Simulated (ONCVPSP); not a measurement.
# Br: the cost of one run

Program: ONCVPSP 4.0.1.1 (patched build). Reference atom: PBEsol, scalar-relativistic, spherical and spin-unpolarised. All values are calculated.

## Step 1: Settings

Typed settings, in words:

```json
{
 "element": "bromine (Br, Z = 35)",
 "type": "optimised norm-conserving Vanderbilt (ONCV)",
 "frozen core": "[Ne]",
 "valence charge": "25",
 "reference configuration": "3s2 3p6 3d10 4s2 4p5",
 "partial waves": "3s+4s: rc 0.95 bohr, ncon 3, nbas 7, qcut 10.8 1/bohr, 2 projectors; 3p+4p: rc 0.75 bohr, ncon 5, nbas 8, qcut 17.9 1/bohr, 2 projectors; 3d: rc 1.10 bohr, ncon 3, nbas 8, qcut 13.9 1/bohr, 2 projectors, debl 2.4 Ha",
 "local potential": "polynomial inside 0.55 bohr (lpopt 4, dvloc0 0 Ha)",
 "core correction": "not asked for"
}
```

The outer shells as boxes (Hund's rule for the drawing; the calculation is spin-unpolarised):

```
[Ne] core
3s [↑↓]
3p [↑↓][↑↓][↑↓]
3d [↑↓][↑↓][↑↓][↑↓][↑↓]
4s [↑↓]
4p [↑↓][↑↓][↑ ]
```

An earlier all-electron run gives the scale for the radii.

All-electron outer shells of the reference configuration (PBEsol, scalar-relativistic, ld1.x):

```json
{"shell": "2s", "level (eV)": "-1731.82", "outermost node (bohr)": "0.06", "outermost maximum (bohr)": "0.16"}
{"shell": "2p", "level (eV)": "-1527.86", "outermost node (bohr)": "–", "outermost maximum (bohr)": "0.13"}
{"shell": "3s", "level (eV)": "-237.63", "outermost node (bohr)": "0.23", "outermost maximum (bohr)": "0.48"}
{"shell": "3p", "level (eV)": "-173.26", "outermost node (bohr)": "0.21", "outermost maximum (bohr)": "0.48"}
{"shell": "3d", "level (eV)": "-66.71", "outermost node (bohr)": "–", "outermost maximum (bohr)": "0.43"}
{"shell": "4s", "level (eV)": "-20.13", "outermost node (bohr)": "0.67", "outermost maximum (bohr)": "1.41"}
{"shell": "4p", "level (eV)": "-7.85", "outermost node (bohr)": "0.70", "outermost maximum (bohr)": "1.66"}
```

## Step 2: Generation

Br.dat

```
# ATOM AND REFERENCE CONFIGURATION
# atsym  z   nc   nv     iexc    psfile
  Br 35.00    3    5  -116133      upf
#
#   n    l    f
    1    0    2.00
    2    0    2.00
    2    1    6.00
    3    0    2.00
    3    1    6.00
    3    2   10.00
    4    0    2.00
    4    1    5.00
#
# PSEUDOPOTENTIAL AND OPTIMIZATION
# lmax
    2
#
#   l,   rc,      ep,       ncon, nbas, qcut
    0    0.95    0.00    3    7   10.80
    1    0.75    0.00    5    8   17.90
    2    1.10    0.00    3    8   13.90
#
# LOCAL POTENTIAL
# lloc, lpopt,  rc(5),   dvloc0
    4    4    0.55    0.00
#
# VANDERBILT-KLEINMAN-BYLANDER PROJECTORs
# l, nproj, debl
    0    2    3.90
    1    2    3.30
    2    2    2.40
#
# MODEL CORE CHARGE
# icmod, fcfact, rcfact
    0    0.00    0.00
#
# LOG DERIVATIVE ANALYSIS
# epsh1, epsh2, depsh
  -10.00    5.00    0.04
#
# OUTPUT GRID
# rlmax, drl
    6.00    0.01
#
# TEST CONFIGURATIONS
# ncnf
    4
# nvcnf
#   n    l    f
    5
    3    0    2.00
    3    1    6.00
    3    2   10.00
    4    0    2.00
    4    1    4.00
#
    5
    3    0    2.00
    3    1    6.00
    3    2   10.00
    4    0    2.00
    4    1    3.00
#
    5
    3    0    2.00
    3    1    6.00
    3    2   10.00
    4    0    2.00
    4    1    2.00
#
    5
    3    0    2.00
    3    1    6.00
    3    2    9.00
    4    0    2.00
    4    1    6.00
#
```

On the command line:

```console
$ oncvpsp.x < Br.dat > Br.out
```

**Question.** How long does this run take on 1 thread of Neoverse-N1, shared host?

About 5.6 s.
